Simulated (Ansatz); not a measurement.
# CH8BGeN: up Jacob's ladder to CCSD(T)

The task here is to estimate one member of a computed series from the others.

The runs use Ansatz 0.2.0, Gaussian basis; functionals in def2-TZVPP, the program's frozen cores in correlated methods.

Levels to be run: PBE-D4, r2SCAN-D4, PBE0-D4, B3LYP-D4, ωB97X-V, ωB97M-V, B2PLYP; CCSD(T)/def2-TZVPP; MP2/def2-QZVPP; extrapolation to the limit.

### The geometry

The geometry comes from an earlier relaxation with PBE0-D4 in a triple-zeta def2 set; it is a stationary point, not always the lowest conformer.

SMILES `CN[BH][GeH3]`, 12 atoms, charge 0, spin multiplicity 1.

Atoms are counted from 1 here; the program's logs count them from 0.

Bond lengths: C1–N2 1.445 Å, C1–H5 1.089 Å, C1–H6 1.094 Å, C1–H7 1.094 Å, N2–B3 1.383 Å, N2–H8 1.010 Å, B3–Ge4 2.066 Å, B3–H9 1.200 Å, Ge4–H10 1.542 Å, Ge4–H11 1.542 Å, Ge4–H12 1.544 Å. Angles: N2–C1–H5 109.6°, N2–C1–H6 111.2°, N2–C1–H7 111.2°, H5–C1–H6 108.3°, H5–C1–H7 108.3°, H6–C1–H7 108.1°, C1–N2–B3 129.4°, C1–N2–H8 113.1°, B3–N2–H8 117.6°, N2–B3–Ge4 125.2°, N2–B3–H9 116.7°, Ge4–B3–H9 118.1°, B3–Ge4–H10 110.4°, B3–Ge4–H11 110.4°, B3–Ge4–H12 116.3°, H10–Ge4–H11 106.3°, H10–Ge4–H12 106.5°, H11–Ge4–H12 106.4°.

Set-up of the first run:

File in.yaml:

```yaml
crystal:
  periodic: [false, false, false]
  atoms:
    - {symbol: C, position_ang: [-1.045010, 1.388300, 0.027327]}
    - {symbol: N, position_ang: [0.056992, 0.935811, 0.845839]}
    - {symbol: B, position_ang: [0.827456, -0.206136, 0.725531]}
    - {symbol: Ge, position_ang: [0.597681, -1.650081, -0.733700]}
    - {symbol: H, position_ang: [-1.227790, 0.668575, -0.769090]}
    - {symbol: H, position_ang: [-1.960590, 1.488204, 0.617662]}
    - {symbol: H, position_ang: [-0.826377, 2.358242, -0.428961]}
    - {symbol: H, position_ang: [0.270003, 1.565782, 1.605536]}
    - {symbol: H, position_ang: [1.694910, -0.359688, 1.539795]}
    - {symbol: H, position_ang: [1.904061, -1.814854, -1.537137]}
    - {symbol: H, position_ang: [0.309623, -3.022727, -0.091757]}
    - {symbol: H, position_ang: [-0.524055, -1.406529, -1.767044]}
basis:
  gaussian: {orbitals: def2-TZVPP}
hamiltonian: {xc: pbe, dispersion: d4}
output: {forces: true, orbitals: {seedname: orbitals}}
```

Started as:

```bash
> ansatz run in.yaml --threads 4 --pin off --events-out ev --progress --plain --max-ram 10444MiB
```

Among the steps run: PBE-D4 (GGA); r2SCAN-D4 (meta-GGA); PBE0-D4 (hybrid); B3LYP-D4 (hybrid); ωB97X-V (range-separated); ωB97M-V (range-separated); B2PLYP (double hybrid); CCSD(T) in def2-TZVPP; MP2 in def2-QZVPP.

One table of the session follows, with a row left open; its other results are not shown here.

It belongs to the step «Atomisation energies». 

```
            method  atomisation energy (kJ/mol)
            PBE-D4                       4112.9
         r2SCAN-D4                       4071.5
           PBE0-D4                       4066.0
          B3LYP-D4                       4080.3
           ωB97X-V                       4085.4
           ωB97M-V                       4070.4
            B2PLYP                       4028.9
     HF/def2-TZVPP                       3002.8
    MP2/def2-TZVPP                       3983.4
   CCSD/def2-TZVPP                       3929.4
CCSD(T)/def2-TZVPP                            ?
           MP2/CBS                       4070.4
       CCSD(T)/CBS                       4064.4
```

**Question.** Estimate the row for CCSD(T)/def2-TZVPP.

The run gave: atomisation energy (kJ/mol): 3977.4. In the column «atomisation energy (kJ/mol)» it lies between CCSD/def2-TZVPP (3929.4) and MP2/def2-TZVPP (3983.4).
